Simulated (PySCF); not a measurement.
# Si(OAc)4: geometry, NMR shifts and electronic excitations, part 2 of 2

PySCF 2.14.0. Atoms count from 0.

## 5. Shielding tensors: KT2/pcSseg-1

What the job is given:

```
{"job": {"kind": "nmr", "xc": "KT2", "basis": "pcSseg-1", "pop": false}, "charge": 0, "multiplicity": 1}
Si    -0.003335    -0.019497    -0.027352
O     -0.151465     0.146813     1.620268
C     -1.182304    -0.355956     2.339050
C     -0.958648    -0.202545     3.807510
O     -2.134091    -0.867141     1.816955
H     -1.847307    -0.530201     4.357433
H     -0.714168     0.842219     4.045048
H     -0.090363    -0.814981     4.093856
O      1.610358     0.150767    -0.387355
C      2.237770     1.348799    -0.451385
C      3.639273     1.211473    -0.947449
O      1.688772     2.371904    -0.148152
H      4.150211     2.178923    -0.900266
H      3.608162     0.850243    -1.986458
H      4.175227     0.456277    -0.355474
O     -0.989766     1.125192    -0.717193
C     -0.805778     1.639140    -1.957091
C     -1.700076     2.808327    -2.207170
O      0.001166     1.187189    -2.720781
H     -1.615090     3.129062    -3.250846
H     -1.394485     3.625482    -1.536184
H     -2.738981     2.551401    -1.958111
O     -0.484556    -1.496629    -0.615778
C     -0.254108    -2.668428     0.023446
C     -1.007240    -3.794966    -0.603197
O      0.464758    -2.739832     0.981390
H     -0.729857    -4.742037    -0.128349
H     -0.809969    -3.826074    -1.683912
H     -2.083661    -3.607134    -0.471904
```

Method: GIAO KT2/pcSseg-1 NMR shielding, non-relativistic, gas phase.

Output:

```text
coarse grid: 26440 points
cycle   1  E = -1219.0177471915  dE =  3.212e+00  |g| = 2.111e+00  |ddm| = 5.056e+00
cycle   2  E = -1216.0628535013  dE =  2.955e+00  |g| = 4.277e+00  |ddm| = 4.911e+00
cycle   3  E = -1219.6248361504  dE = -3.562e+00  |g| = 1.016e+00  |ddm| = 4.102e+00
cycle   4  E = -1219.8284285414  dE = -2.036e-01  |g| = 2.559e-01  |ddm| = 8.564e-01
cycle   5  E = -1219.8376075797  dE = -9.179e-03  |g| = 1.003e-01  |ddm| = 1.977e-01
cycle   6  E = -1219.8399688541  dE = -2.361e-03  |g| = 1.987e-02  |ddm| = 8.545e-02
cycle   7  E = -1219.8400613584  dE = -9.250e-05  |g| = 4.917e-03  |ddm| = 2.397e-02
cycle   8  E = -1219.8400659268  dE = -4.568e-06  |g| = 2.379e-03  |ddm| = 6.821e-03
final grid: 255720 points
cycle   9  E = -1220.1726900591  dE = -5.811e-04  |g| = 2.795e-02  |ddm| = 7.400e-02
cycle  10  E = -1220.1724629347  dE =  2.271e-04  |g| = 4.298e-02  |ddm| = 5.220e-02
cycle  11  E = -1220.1727956650  dE = -3.327e-04  |g| = 1.564e-02  |ddm| = 3.691e-02
cycle  12  E = -1220.1728409513  dE = -4.529e-05  |g| = 2.355e-03  |ddm| = 1.188e-02
cycle  13  E = -1220.1728420134  dE = -1.062e-06  |g| = 7.334e-04  |ddm| = 2.276e-03
cycle  14  E = -1220.1728420931  dE = -7.972e-08  |g| = 3.500e-04  |ddm| = 6.998e-04
cycle  15  E = -1220.1728421171  dE = -2.401e-08  |g| = 7.210e-05  |ddm| = 3.036e-04
cycle  16  E = -1220.1728421179  dE = -7.740e-10  |g| = 3.496e-05  |ddm| = 6.068e-05
cycle  17  E = -1220.1728421181  dE = -2.310e-10  |g| = 3.668e-06  |ddm| = 2.697e-05
converged SCF energy = -1220.1728421181

GIAO shielding tensors (ppm)
atom      isotropic    diamagn.    paramagn.     s11        s22        s33       span
  0 Si     444.497     897.070    -452.573    439.572    446.793    447.127      7.554
  1 O       99.252     413.326    -314.074    -17.985    120.258    195.483    213.469
  2 C       20.210     253.467    -233.258    -77.919     67.588     70.959    148.878
  3 C      161.869     251.929     -90.060    140.158    153.516    191.932     51.774
  4 O     -113.478     409.604    -523.081   -337.065   -210.615    207.247    544.311
  5 H       29.600      26.540       3.060     25.525     27.712     35.563     10.039
  6 H       29.039      30.066      -1.028     25.005     28.542     33.569      8.564
  7 H       28.847      29.889      -1.042     25.176     28.360     33.005      7.828
  8 O       98.176     413.173    -314.997    -19.415    119.146    194.797    214.212
  9 C       20.054     253.636    -233.583    -78.089     67.624     70.626    148.715
 10 C      161.892     251.916     -90.024    140.320    153.411    191.945     51.625
 11 O     -113.545     409.804    -523.349   -336.360   -211.016    206.742    543.102
 12 H       29.603      26.549       3.054     25.532     27.711     35.566     10.034
 13 H       28.840      29.772      -0.932     25.167     28.336     33.018      7.851
 14 H       29.030      30.009      -0.979     24.999     28.530     33.562      8.562
 15 O       98.973     413.237    -314.264    -17.249    119.436    194.732    211.981
 16 C       20.388     253.245    -232.858    -78.180     67.352     71.992    150.172
 17 C      161.831     251.957     -90.126    140.191    153.438    191.864     51.673
 18 O     -114.231     409.396    -523.627   -337.751   -211.878    206.935    544.686
 19 H       29.601      26.437       3.163     25.538     27.681     35.582     10.044
 20 H       28.825      29.973      -1.148     25.167     28.391     32.918      7.751
 21 H       29.051      30.000      -0.949     24.996     28.572     33.586      8.590
 22 O       98.379     413.091    -314.712    -18.187    118.736    194.590    212.777
 23 C       20.127     253.465    -233.339    -78.394     67.522     71.251    149.645
 24 C      161.839     251.908     -90.069    140.334    153.308    191.874     51.540
 25 O     -114.704     409.611    -524.315   -337.591   -212.704    206.184    543.776
 26 H       29.604      26.454       3.150     25.543     27.687     35.581     10.038
 27 H       29.036      29.832      -0.796     25.019     28.485     33.603      8.584
 28 H       28.822      29.967      -1.145     25.129     28.431     32.905      7.776
```

Wall time 3.9 min (2 threads of Intel Xeon Platinum 8259CL at 2.50GHz, shared host); peak memory 2.4 GiB.

Key values: δ C2 163.0, C3 21.4, Si0 -83.4, O4 444.6, H5 2.02 ppm (means over like atoms).

## 6. Comparing the runs: NMR shifts

Shifts (ppm), means over like atoms, with basis size and wall time:

| run | C2 | C3 | H5 | Si0 | O4 | O1 | functions | time |
| --- | --- | --- | --- | --- | --- | --- | --- | --- |
| PBE0/pcSseg-1 | 174.4 | 22.8 | 2.07 | -86.6 | 472.9 | 225.6 | 356 | 3.5 min |
| KT2/pcSseg-1 | 163.0 | 21.4 | 2.02 | -83.4 | 444.6 | 232.0 | 356 | 3.9 min |

## 7. What came out

What follows sums up all 2 parts.

```
                                                               quantity                         value
                                                            point group                            C1
                                   rotational constants (main isotopes)          0.53, 0.32, 0.32 GHz
13C shifts against TMS (PBE0/pcSseg-1, means over atoms taken as alike)               174.4, 22.8 ppm
 1H shifts against TMS (PBE0/pcSseg-1, means over atoms taken as alike)                      2.07 ppm
                                29Si shifts against TMS (PBE0/pcSseg-1)                     -86.6 ppm
17O shifts against H2O (PBE0/pcSseg-1, means over atoms taken as alike)              472.9, 225.6 ppm
                                  surface potential, 1st and 99th percentile            -1.44 V and 0.93 V
                                     lowest singlet (wB97X-D/def2-SVPD)   5.84 eV (212 nm), f = 0.000
                               brightest single state of those computed  state 10, 8.40 eV, f = 0.036
                                                         lowest triplet                       5.36 eV
                                               range of the shift of O4            444.6 to 472.9 ppm
```

The start was shaken at random, so part of the energy gained undoes that. Relaxing lowered the energy by 1.196 eV in 17 steps; the close pair that moved most is Si0–O22, from 1.568 to 1.661 Å. At PBE0/pcSseg-1: The widest tensor belongs to O4, O11, O18, O25: span 634 ppm, with a paramagnetic part of -547 ppm. By nearest atom (PBE0/pcSseg-1), the HOMO sits on O18, O25 about 26 % each; O4, O11 about 10 % each and the LUMO on C2, C23 about 18 % each; O4, O25 about 11 % each. The lowest singlet, at 5.84 eV, is HOMO→LUMO+2 0.23, HOMO−2→LUMO 0.23 and is dark; of the 10 states computed, the strongest absorption comes from states 9 to 10 together at 8.40 eV (the last computed, so partners may be missing). The lowest triplet lies 0.48 eV below the lowest singlet (triplets in Tamm-Dancoff, singlets in full TDDFT). In ppm, O4 (with its like atoms) moves most: its shift spreads over 28.3 ppm, from 444.6 (KT2/pcSseg-1) to 472.9 (PBE0/pcSseg-1).
